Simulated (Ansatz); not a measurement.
# H2Se2S: single points off equilibrium

An exercise on one series of results from a longer session: the logs are not shown, and one member is left open.

Method: single points in def2-TZVPP; program: Ansatz 0.2.0, Gaussian basis.

Cores are frozen in the correlated methods. Filled d shells of the heavier atoms are correlated.

### The system as given

SMILES `[SeH]S[SeH]`, 5 atoms, charge 0, spin multiplicity 1.

Atoms are counted from 1 here; the program's logs count them from 0.

Bond lengths: Se1–S2 2.113 Å, Se1–H4 1.465 Å, S2–Se3 2.219 Å, Se3–H5 1.451 Å. Angles: S2–Se1–H4 101.9°, Se1–S2–Se3 106.6°, S2–Se3–H5 98.5°.

As a file:

```mol
H2SSe2
  3D, bonds by distance, orders not assigned

  5  4  0  0  0  0  0  0  0  0999 V2000
   -1.4420   -0.7725   -0.7815 Se  0  0
   -0.2292   -0.7350    0.9481 S   0  0
    1.8414   -0.3301    0.2600 Se  0  0
   -1.7828    0.6433   -0.9408 H   0  0
    1.8303    1.1161    0.3824 H   0  0
  1  2  8  0
  1  4  8  0
  2  3  8  0
  3  5  8  0
M  END
```

Set-up of the first run:

run/in.yaml reads:

```yaml
crystal:
  periodic: [false, false, false]
  atoms:
    - {symbol: Se, position_ang: [-1.442000, -0.772500, -0.781500]}
    - {symbol: S, position_ang: [-0.229200, -0.735000, 0.948100]}
    - {symbol: Se, position_ang: [1.841400, -0.330100, 0.260000]}
    - {symbol: H, position_ang: [-1.782800, 0.643300, -0.940800]}
    - {symbol: H, position_ang: [1.830300, 1.116100, 0.382400]}
basis:
  gaussian: {orbitals: def2-TZVPP}
correlation: {method: ccsd_t}
output: {forces: true}
```

No record of the launch command was kept for these runs.

Steps of the session up to this table: CCSD(T)/def2-TZVPP; PBE0-D4/def2-TZVPP; wB97M-V/def2-TZVPP; r2SCAN-D4/def2-TZVPP; PBE-D4/def2-TZVPP; BHLYP-D4/def2-TZVPP; r2SCAN0-D4/def2-TZVPP.

One of the session's tables, all rows but one given; the rest of the session is left out.

| method | RMS force component (eV/Å) | angle to CCSD(T) forces (°) | dipole (D) |
| --- | --- | --- | --- |
| CCSD(T) | 0.592 | reference | 1.41 |
| PBE0-D4 | 0.524 | 14.5 | 1.45 |
| wB97M-V | 0.547 | 8.3 | 1.41 |
| r2SCAN-D4 | 0.543 | 12.0 | 1.45 |
| PBE-D4 | ? | ? | ? |
| BHLYP-D4 | 0.522 | 8.9 | 1.45 |
| r2SCAN0-D4 | 0.470 | 14.8 | 1.49 |

**Question.** Estimate the row for PBE-D4.

As computed: RMS force component (eV/Å): 0.670; angle to CCSD(T) forces (°): 20.6; dipole (D): 1.36. In the column «RMS force component (eV/Å)» it is the highest.
